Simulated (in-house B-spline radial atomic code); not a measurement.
**W⁸⁺: excited configurations in jj coupling**

How much energy does it take to promote electrons of W⁸⁺ to other shells? Each configuration is solved by itself and compared with the reference.

Program: in-house B-spline radial atomic code version 1. Level of theory: Dirac-Hartree-Fock, average of configuration, Fermi nucleus, basis-set limit. These are calculated values, not measurements, unless marked.

## Step 1: What is computed

- element: tungsten (Z = 74)
- charge: +8
- electrons: 66
- configuration: 1s2 2s2 2p6 3s2 3p6 3d10 4s2 4p6 4d10 4f14 5s2 5p-2 5p+2
- Hamiltonian: Dirac-Coulomb
- nucleus: Fermi, rms radius 5.366 fm

In configurations, a minus sign after the shell means j = l − 1/2 and a plus sign j = l + 1/2; the count of electrons follows.

Settings of the run:

```ini
Z = 74
electrons = 66.0
configuration = 1s2 2s2 2p6 3s2 3p6 3d10 4s2 4p6 4d10 4f14 5s2 5p-2 5p+2
hamiltonian = dirac
method = hf
spin_polarised = False
nucleus = fermi
rms_radius = 5.3658
mass_number = 184
atomic_mass = 183.95093318
speed_of_light = 137.035999084
```

This reference run was done before. Its total energy is -16139.508782 hartree, and its levels are (the highest eight at most):

| orbital | occupation | energy (eV) | <r> (bohr) |
| --- | --- | --- | --- |
| 4p3/2 | 4 | -569.63 | 0.4875 |
| 4d3/2 | 4 | -398.89 | 0.5047 |
| 4d5/2 | 6 | -385.65 | 0.5155 |
| 5s1/2 | 2 | -203.31 | 1.036 |
| 5p1/2 | 2 | -169.42 | 1.109 |
| 4f5/2 | 6 | -169.37 | 0.5799 |
| 4f7/2 | 8 | -166.80 | 0.5866 |
| 5p3/2 | 2 | -158.02 | 1.180 |

## Step 2: Configuration 1s2 2s2 2p6 3s2 3p6 3d10 4s2 4p6 4d10 4f14 5s2 5p+3 6g-1

Settings: those of step 1 with these lines changed.

```diff
@@ -2,3 +2,3 @@
 electrons = 66.0
-configuration = 1s2 2s2 2p6 3s2 3p6 3d10 4s2 4p6 4d10 4f14 5s2 5p-2 5p+2
+configuration = 1s2 2s2 2p6 3s2 3p6 3d10 4s2 4p6 4d10 4f14 5s2 5p+3 6g-1
 hamiltonian = dirac
```

The program writes no log. Results of the run, from its result record (rounded, main fields):

```text
{
  "status": "converged",
  "iterations": 10,
  "energy [hartree]": {"total": -16133.9792827, "kinetic": 18165.1476111, "nuclear": -39974.4004355, "coulomb": 5988.55337006, "exact_exchange": -313.279828421},
  "breit [hartree]": {"gaunt": 19.20324, "retardation": -2.033029, "frequency_dependence": -0.3337162},
  "qed [hartree]": {"self_energy": 14.00645, "uehling": -2.62872, "wichmann_kroll": 0.1043842},
  "recoil [hartree]": 0.02973236,
  "total_with_corrections [hartree]": -16105.6309424,
  "orbitals [hartree, bohr; first row names the columns]": [
    ["name", "occ", "eps", "<r>"],
    ["1s1/2", 2.0, -2576.4349, 0.018346],
    ["2s1/2", 2.0, -453.88671, 0.076891],
    ["2p1/2", 2.0, -433.31278, 0.063729],
    ["2p3/2", 4.0, -383.50355, 0.071641],
    ["3s1/2", 2.0, -110.62526, 0.20006],
    ["3p1/2", 2.0, -101.4907, 0.19042],
    ["3p3/2", 4.0, -90.563844, 0.20493],
    ["3d3/2", 4.0, -75.420951, 0.1797],
    ["3d5/2", 6.0, -73.068153, 0.18419],
    ["4s1/2", 2.0, -27.946247, 0.44968],
    ["4p1/2", 2.0, -24.092871, 0.45625],
    ["4p3/2", 4.0, -21.564908, 0.48703],
    ["4d3/2", 4.0, -15.265815, 0.50342],
    ["4d5/2", 6.0, -14.796891, 0.51499],
    ["4f5/2", 6.0, -6.8246837, 0.57341],
    ["4f7/2", 8.0, -6.745034, 0.58236],
    ["5s1/2", 2.0, -7.9186913, 1.0246],
    ["5p3/2", 3.0, -6.2573643, 1.1596],
    ["6g7/2", 1.0, -1.1423591, 4.7504]
  ],
  "sum_r [bohr^k]": {"-1": 540.2241, "1": 31.27062, "2": 43.93955},
  "energy_minus_base [hartree]": 5.52949882,
  "energy_minus_base_with_corrections [hartree]": 5.51488133
}
```

It took 1.2 s on 1 thread, shared host.

energy_minus_base is the energy less that of the reference run.

## Step 3: Configuration 1s2 2s2 2p6 3s2 3p6 3d10 4s2 4p6 4d10 4f14 5s2 5p+3 7p-1

Settings: those of step 2 with these lines changed.

```diff
@@ -2,3 +2,3 @@
 electrons = 66.0
-configuration = 1s2 2s2 2p6 3s2 3p6 3d10 4s2 4p6 4d10 4f14 5s2 5p+3 6g-1
+configuration = 1s2 2s2 2p6 3s2 3p6 3d10 4s2 4p6 4d10 4f14 5s2 5p+3 7p-1
 hamiltonian = dirac
```

Result record:

```text
{
  "status": "converged",
  "iterations": 10,
  "energy [hartree]": {"total": -16134.6512251, "kinetic": 18165.9854569, "nuclear": -39980.3732997, "coulomb": 5993.03411518, "exact_exchange": -313.297497442},
  "breit [hartree]": {"gaunt": 19.20484, "retardation": -2.03322, "frequency_dependence": -0.3336916},
  "qed [hartree]": {"self_energy": 14.00647, "uehling": -2.628728, "wichmann_kroll": 0.1043846},
  "recoil [hartree]": 0.02973256,
  "total_with_corrections [hartree]": -16106.3014446,
  "orbitals [hartree, bohr; first row names the columns]": [
    ["name", "occ", "eps", "<r>"],
    ["1s1/2", 2.0, -2576.3557, 0.018346],
    ["2s1/2", 2.0, -453.81229, 0.076891],
    ["2p1/2", 2.0, -433.23854, 0.063729],
    ["2p3/2", 4.0, -383.42864, 0.071641],
    ["3s1/2", 2.0, -110.55466, 0.20006],
    ["3p1/2", 2.0, -101.42104, 0.19042],
    ["3p3/2", 4.0, -90.493036, 0.20494],
    ["3d3/2", 4.0, -75.349982, 0.1797],
    ["3d5/2", 6.0, -72.996864, 0.18419],
    ["4s1/2", 2.0, -27.878575, 0.4497],
    ["4p1/2", 2.0, -24.027075, 0.45624],
    ["4p3/2", 4.0, -21.497116, 0.48707],
    ["4d3/2", 4.0, -15.198829, 0.5035],
    ["4d5/2", 6.0, -14.729245, 0.51507],
    ["4f5/2", 6.0, -6.7580547, 0.57371],
    ["4f7/2", 8.0, -6.6782449, 0.58279],
    ["5s1/2", 2.0, -7.8607733, 1.0251],
    ["5p3/2", 3.0, -6.2004535, 1.1607],
    ["7p1/2", 1.0, -1.8145192, 3.6674]
  ],
  "sum_r [bohr^k]": {"-1": 540.3049, "1": 30.19803, "2": 33.34936},
  "energy_minus_base [hartree]": 4.85755645,
  "energy_minus_base_with_corrections [hartree]": 4.84437906
}
```

Run time: 1.1 s. Hardware: 1 thread, shared host.

## Step 4: Configuration 1s2 2s2 2p6 3s2 3p6 3d10 4s2 4p6 4d10 4f14 5s2 5p+3 8g+1

Settings: those of step 3 with these lines changed.

```diff
@@ -2,3 +2,3 @@
 electrons = 66.0
-configuration = 1s2 2s2 2p6 3s2 3p6 3d10 4s2 4p6 4d10 4f14 5s2 5p+3 7p-1
+configuration = 1s2 2s2 2p6 3s2 3p6 3d10 4s2 4p6 4d10 4f14 5s2 5p+3 8g+1
 hamiltonian = dirac
```

Result record:

```text
{
  "status": "converged",
  "iterations": 10,
  "energy [hartree]": {"total": -16133.4803861, "kinetic": 18164.6501885, "nuclear": -39966.0517428, "coulomb": 5981.200659, "exact_exchange": -313.279490814},
  "breit [hartree]": {"gaunt": 19.20326, "retardation": -2.033032, "frequency_dependence": -0.3337171},
  "qed [hartree]": {"self_energy": 14.00645, "uehling": -2.628721, "wichmann_kroll": 0.1043842},
  "recoil [hartree]": 0.02973099,
  "total_with_corrections [hartree]": -16105.132025,
  "orbitals [hartree, bohr; first row names the columns]": [
    ["name", "occ", "eps", "<r>"],
    ["1s1/2", 2.0, -2576.5478, 0.018346],
    ["2s1/2", 2.0, -453.99965, 0.076891],
    ["2p1/2", 2.0, -433.4257, 0.063729],
    ["2p3/2", 4.0, -383.61647, 0.071641],
    ["3s1/2", 2.0, -110.73827, 0.20006],
    ["3p1/2", 2.0, -101.60372, 0.19042],
    ["3p3/2", 4.0, -90.676853, 0.20493],
    ["3d3/2", 4.0, -75.533986, 0.1797],
    ["3d5/2", 6.0, -73.181125, 0.18419],
    ["4s1/2", 2.0, -28.059504, 0.44968],
    ["4p1/2", 2.0, -24.20613, 0.45626],
    ["4p3/2", 4.0, -21.678197, 0.48703],
    ["4d3/2", 4.0, -15.379083, 0.50342],
    ["4d5/2", 6.0, -14.910193, 0.51499],
    ["4f5/2", 6.0, -6.937718, 0.57329],
    ["4f7/2", 8.0, -6.858446, 0.5824],
    ["5s1/2", 2.0, -8.031782, 1.0245],
    ["5p3/2", 3.0, -6.3701662, 1.1592],
    ["8g9/2", 1.0, -0.64343915, 9.335]
  ],
  "sum_r [bohr^k]": {"-1": 540.1113, "1": 35.85323, "2": 117.2039},
  "energy_minus_base [hartree]": 6.02839543,
  "energy_minus_base_with_corrections [hartree]": 6.01379867
}
```

It took 1.3 s on 1 thread, shared host.

## Step 5: Run with 1s2 2s2 2p6 3s2 3p6 3d10 4s2 4p6 4d10 4f14 5s2 5p+3 6d+1

Settings: those of step 4 with these lines changed.

```diff
@@ -2,3 +2,3 @@
 electrons = 66.0
-configuration = 1s2 2s2 2p6 3s2 3p6 3d10 4s2 4p6 4d10 4f14 5s2 5p+3 8g+1
+configuration = 1s2 2s2 2p6 3s2 3p6 3d10 4s2 4p6 4d10 4f14 5s2 5p+3 6d+1
 hamiltonian = dirac
```

Result record:

```text
{
  "status": "converged",
  "iterations": 10,
  "energy [hartree]": {"total": -16135.0744285, "kinetic": 18166.2231479, "nuclear": -39987.0100094, "coulomb": 5999.03927186, "exact_exchange": -313.326838883},
  "breit [hartree]": {"gaunt": 19.2038, "retardation": -2.033155, "frequency_dependence": -0.3337128},
  "qed [hartree]": {"self_energy": 14.00636, "uehling": -2.628701, "wichmann_kroll": 0.1043835},
  "recoil [hartree]": 0.02973416,
  "total_with_corrections [hartree]": -16106.7257224,
  "orbitals [hartree, bohr; first row names the columns]": [
    ["name", "occ", "eps", "<r>"],
    ["1s1/2", 2.0, -2576.2637, 0.018346],
    ["2s1/2", 2.0, -453.71656, 0.076891],
    ["2p1/2", 2.0, -433.14169, 0.063729],
    ["2p3/2", 4.0, -383.33365, 0.071641],
    ["3s1/2", 2.0, -110.46065, 0.20006],
    ["3p1/2", 2.0, -101.32563, 0.19042],
    ["3p3/2", 4.0, -90.399413, 0.20494],
    ["3d3/2", 4.0, -75.255054, 0.17971],
    ["3d5/2", 6.0, -72.90347, 0.18419],
    ["4s1/2", 2.0, -27.786414, 0.44971],
    ["4p1/2", 2.0, -23.932658, 0.45629],
    ["4p3/2", 4.0, -21.405909, 0.48707],
    ["4d3/2", 4.0, -15.106085, 0.50353],
    ["4d5/2", 6.0, -14.639411, 0.51505],
    ["4f5/2", 6.0, -6.6661963, 0.57396],
    ["4f7/2", 8.0, -6.5878494, 0.58314],
    ["5s1/2", 2.0, -7.7752584, 1.0258],
    ["5p3/2", 3.0, -6.1203564, 1.1612],
    ["6d5/2", 1.0, -2.2380478, 2.7709]
  ],
  "sum_r [bohr^k]": {"-1": 540.3945, "1": 29.309, "2": 26.95916},
  "energy_minus_base [hartree]": 4.43435306,
  "energy_minus_base_with_corrections [hartree]": 4.42010127
}
```

Wall time 1.2 s (1 thread, shared host).

## Step 6: Configuration 1s2 2s2 2p6 3s2 3p6 3d10 4s2 4p6 4d-3 4d+6 4f14 5s2 5p+4 9d-1

Settings: those of step 5 with these lines changed.

```diff
@@ -2,3 +2,3 @@
 electrons = 66.0
-configuration = 1s2 2s2 2p6 3s2 3p6 3d10 4s2 4p6 4d10 4f14 5s2 5p+3 6d+1
+configuration = 1s2 2s2 2p6 3s2 3p6 3d10 4s2 4p6 4d-3 4d+6 4f14 5s2 5p+4 9d-1
 hamiltonian = dirac
```

Result record:

```text
{
  "status": "converged",
  "iterations": 10,
  "energy [hartree]": {"total": -16124.9450767, "kinetic": 18155.8912524, "nuclear": -39920.609927, "coulomb": 5951.03256273, "exact_exchange": -311.258964737},
  "breit [hartree]": {"gaunt": 19.19043, "retardation": -2.032169, "frequency_dependence": -0.3346376},
  "qed [hartree]": {"self_energy": 14.0098, "uehling": -2.629009, "wichmann_kroll": 0.1043959},
  "recoil [hartree]": 0.02975947,
  "total_with_corrections [hartree]": -16096.6065078,
  "orbitals [hartree, bohr; first row names the columns]": [
    ["name", "occ", "eps", "<r>"],
    ["1s1/2", 2.0, -2577.1836, 0.018346],
    ["2s1/2", 2.0, -454.63421, 0.076886],
    ["2p1/2", 2.0, -434.04192, 0.063722],
    ["2p3/2", 4.0, -384.26622, 0.071635],
    ["3s1/2", 2.0, -111.27719, 0.2],
    ["3p1/2", 2.0, -102.1387, 0.19035],
    ["3p3/2", 4.0, -91.221496, 0.20486],
    ["3d3/2", 4.0, -76.049459, 0.17986],
    ["3d5/2", 6.0, -73.744162, 0.18411],
    ["4s1/2", 2.0, -28.460163, 0.44845],
    ["4p1/2", 2.0, -24.486466, 0.45486],
    ["4p3/2", 4.0, -22.08554, 0.48456],
    ["4d3/2", 3.0, -15.770532, 0.50009],
    ["4d5/2", 6.0, -15.319087, 0.51158],
    ["4f5/2", 6.0, -7.2303313, 0.56263],
    ["4f7/2", 8.0, -7.2435138, 0.56919],
    ["5s1/2", 2.0, -8.2482861, 1.0138],
    ["5p3/2", 4.0, -6.4883619, 1.1446],
    ["9d3/2", 1.0, -0.76492796, 8.5387]
  ],
  "sum_r [bohr^k]": {"-1": 539.4973, "1": 35.41705, "2": 100.5088},
  "energy_minus_base [hartree]": 14.5637049,
  "energy_minus_base_with_corrections [hartree]": 14.5393158
}
```

Run time: 1.2 s. Hardware: 1 thread, shared host.

## Step 7: 1s2 2s2 2p6 3s2 3p6 3d10 4s2 4p6 4d10 4f-5 4f+8 5s2 5p+4 5d+1

Settings: those of step 6 with these lines changed.

```diff
@@ -2,3 +2,3 @@
 electrons = 66.0
-configuration = 1s2 2s2 2p6 3s2 3p6 3d10 4s2 4p6 4d-3 4d+6 4f14 5s2 5p+4 9d-1
+configuration = 1s2 2s2 2p6 3s2 3p6 3d10 4s2 4p6 4d10 4f-5 4f+8 5s2 5p+4 5d+1
 hamiltonian = dirac
```

Result record:

```text
{
  "status": "converged",
  "iterations": 10,
  "energy [hartree]": {"total": -16136.7787126, "kinetic": 18168.445632, "nuclear": -39987.3802693, "coulomb": 5994.7114467, "exact_exchange": -312.555522053},
  "breit [hartree]": {"gaunt": 19.2141, "retardation": -2.035514, "frequency_dependence": -0.3343878},
  "qed [hartree]": {"self_energy": 14.00823, "uehling": -2.628772, "wichmann_kroll": 0.1043866},
  "recoil [hartree]": 0.02975186,
  "total_with_corrections [hartree]": -16108.4209151,
  "orbitals [hartree, bohr; first row names the columns]": [
    ["name", "occ", "eps", "<r>"],
    ["1s1/2", 2.0, -2576.2706, 0.018346],
    ["2s1/2", 2.0, -453.7805, 0.076896],
    ["2p1/2", 2.0, -433.19029, 0.063733],
    ["2p3/2", 4.0, -383.39666, 0.071647],
    ["3s1/2", 2.0, -110.59735, 0.20007],
    ["3p1/2", 2.0, -101.44257, 0.19042],
    ["3p3/2", 4.0, -90.544448, 0.20495],
    ["3d3/2", 4.0, -75.353913, 0.17967],
    ["3d5/2", 6.0, -73.044624, 0.18423],
    ["4s1/2", 2.0, -27.875474, 0.44868],
    ["4p1/2", 2.0, -23.979059, 0.45508],
    ["4p3/2", 4.0, -21.488711, 0.48491],
    ["4d3/2", 4.0, -15.086847, 0.5011],
    ["4d5/2", 6.0, -14.710423, 0.5123],
    ["4f5/2", 5.0, -6.6931614, 0.56426],
    ["4f7/2", 8.0, -6.6442521, 0.57327],
    ["5s1/2", 2.0, -7.7239431, 1.0225],
    ["5p3/2", 4.0, -6.012167, 1.1599],
    ["5d5/2", 1.0, -4.2222169, 1.3913]
  ],
  "sum_r [bohr^k]": {"-1": 540.3996, "1": 28.338, "2": 21.41832},
  "energy_minus_base [hartree]": 2.73006897,
  "energy_minus_base_with_corrections [hartree]": 2.72490862
}
```

Run time: 1.1 s. Hardware: 1 thread, shared host.

## Step 8: The excitation energies

| net move | configuration | energy above the reference (eV) | with Breit, QED, recoil (eV) | largest <r> (bohr) |
| --- | --- | --- | --- | --- |
| 4f5/2, 2×5p1/2 → 5d5/2, 2×5p3/2 | 1s2 2s2 2p6 3s2 3p6 3d10 4s2 4p6 4d10 4f-5 4f+8 5s2 5p+4 5d+1 | 74.289 | 74.149 | 1.39 |
| 2×5p1/2 → 5p3/2, 6d5/2 | 1s2 2s2 2p6 3s2 3p6 3d10 4s2 4p6 4d10 4f14 5s2 5p+3 6d+1 | 120.66 | 120.28 | 2.77 |
| 2×5p1/2 → 5p3/2, 7p1/2 | 1s2 2s2 2p6 3s2 3p6 3d10 4s2 4p6 4d10 4f14 5s2 5p+3 7p-1 | 132.18 | 131.82 | 3.67 |
| 2×5p1/2 → 5p3/2, 6g7/2 | 1s2 2s2 2p6 3s2 3p6 3d10 4s2 4p6 4d10 4f14 5s2 5p+3 6g-1 | 150.47 | 150.07 | 4.75 |
| 2×5p1/2 → 5p3/2, 8g9/2 | 1s2 2s2 2p6 3s2 3p6 3d10 4s2 4p6 4d10 4f14 5s2 5p+3 8g+1 | 164.04 | 163.64 | 9.33 |
| 4d3/2, 2×5p1/2 → 2×5p3/2, 9d3/2 | 1s2 2s2 2p6 3s2 3p6 3d10 4s2 4p6 4d-3 4d+6 4f14 5s2 5p+4 9d-1 | 396.30 | 395.63 | 8.54 |

What this shows: The lowest of them is 4f5/2, 2×5p1/2 → 5d5/2, 2×5p3/2 at 74.289 eV and the highest 4d3/2, 2×5p1/2 → 2×5p3/2, 9d3/2 at 396.30 eV. Koopmans' estimate of the ionisation threshold is 158.02 eV; 2 configurations exceed it and could autoionise. Two partly filled shells share a symmetry and can mix in the average, which may lower the energy, for: 4d3/2, 2×5p1/2 → 2×5p3/2, 9d3/2. These are averages over configurations, without correlation, not spectroscopic levels.
